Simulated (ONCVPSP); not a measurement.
# An ONCV potential for samarium, from input to tests

Aim: build the potential from the settings below, then test how well it stands in for the atom: other configurations, scattering, ghost states and the plane-wave cutoff that it needs.

Method: ONCVPSP 4.0.1, PBEsol, scalar-relativistic.

## 1. The design

The settings as typed:

```
element                 : samarium (Sm, Z = 62)
type                    : optimised norm-conserving Vanderbilt (ONCV)
frozen core             : [Kr] 4d10
valence charge          : 16
reference configuration : 4f5 5s2 5p6 5d1 6s2
partial waves           : 5s+6s: rc 1.95 bohr, ncon 4, nbas 7, qcut 5.7 1/bohr, 2 projectors; 5p: rc 1.85 bohr, ncon 4, nbas 9, qcut 3.2 1/bohr, 2 projectors, debl 3.1 Ha; 5d: rc 2.80 bohr, ncon 4, nbas 9, qcut 4 1/bohr, 2 projectors, debl 3.3 Ha; 4f: rc 1.35 bohr, ncon 4, nbas 9, qcut 9.7 1/bohr, 3 projectors, debl 1.3 Ha
local potential         : polynomial inside 0.85 bohr (lpopt 5, dvloc0 0 Ha)
core correction         : not asked for
```

## 2. The generation run

Sm.dat

```
# ATOM AND REFERENCE CONFIGURATION
# atsym  z   nc   nv     iexc    psfile
  Sm 62.00    9    5  -116133      upf
#
#   n    l    f
    1    0    2.00
    2    0    2.00
    2    1    6.00
    3    0    2.00
    3    1    6.00
    3    2   10.00
    4    0    2.00
    4    1    6.00
    4    2   10.00
    4    3    5.00
    5    0    2.00
    5    1    6.00
    5    2    1.00
    6    0    2.00
#
# PSEUDOPOTENTIAL AND OPTIMIZATION
# lmax
    3
#
#   l,   rc,      ep,       ncon, nbas, qcut
    0    1.95    0.00    4    7    5.70
    1    1.85    0.00    4    9    3.20
    2    2.80    0.00    4    9    4.00
    3    1.35    0.00    4    9    9.70
#
# LOCAL POTENTIAL
# lloc, lpopt,  rc(5),   dvloc0
    4    5    0.85    0.00
#
# VANDERBILT-KLEINMAN-BYLANDER PROJECTORs
# l, nproj, debl
    0    2    3.00
    1    2    3.10
    2    2    3.30
    3    3    1.30
#
# MODEL CORE CHARGE
# icmod, fcfact, rcfact
    0    0.00    0.00
#
# LOG DERIVATIVE ANALYSIS
# epsh1, epsh2, depsh
   -3.00    5.00    0.02
#
# OUTPUT GRID
# rlmax, drl
    6.00    0.01
#
# TEST CONFIGURATIONS
# ncnf
    4
# nvcnf
#   n    l    f
    5
    4    3    6.00
    5    0    2.00
    5    1    6.00
    5    2    0.00
    6    0    2.00
#
    5
    4    3    6.00
    5    0    2.00
    5    1    6.00
    5    2    0.00
    6    0    1.00
#
    5
    4    3    6.00
    5    0    2.00
    5    1    6.00
    5    2    0.00
    6    0    0.00
#
    5
    4    3    5.00
    5    0    2.00
    5    1    6.00
    5    2    0.00
    6    0    0.00
#
```

Run with:

```sh
$ oncvpsp.x < Sm.dat > Sm.out
```

Before running it: what results should come out? Wanted: cutoffs for 1 and 0.1 mHa per electron, occupied waves; bound ghosts; GHOST(+) flags; largest test error; largest phase difference near zero energy, channels read.

As calculated:

```
                                                quantity                                                                 value
  cutoffs for 1 and 0.1 mHa per electron, occupied waves                                                     172 Ha and 204 Ha
                                            bound ghosts                     s at -399.03 eV, p at -28.28 eV, f at -1499.87 eV
                                          GHOST(+) flags  f at 3000 eV, f at 4903 eV (1 near or above the test basis's cutoff)
                            largest test error (AE − PS)                   -11 meV, for 4f5 5s2 5p6 5d0 6s0 (2 tests unsolved)
largest phase difference near zero energy, channels read                                                             0.002 rad
```

What this shows: A bound ghost (s, p, f) makes it unfit for use: electrons can fall into a state that the atom doesn't have. By total energies transferability is good where solved: the largest error is 11 meV on 37.9 eV, for 4f5 5s2 5p6 5d0 6s0. Atomic tests can pass in spite of a ghost, since they solve only for the levels asked. Of the tests 2 gave no usable energy difference, which is a warning in itself. The potential is very hard: the looser tolerance needs 172 Ha. At the looser tolerance the 4f wave is the slowest; 5p needs 17 Ha. Near zero energy the phases of the channels with partial waves agree within 0.002 rad. The pseudo curves have a pole with no partner nearby in the atom's: p at -1.03 Ha. The program also flags highly localised states, GHOST(+) (f). These are tests on the free atom; a crystal test is still owed.
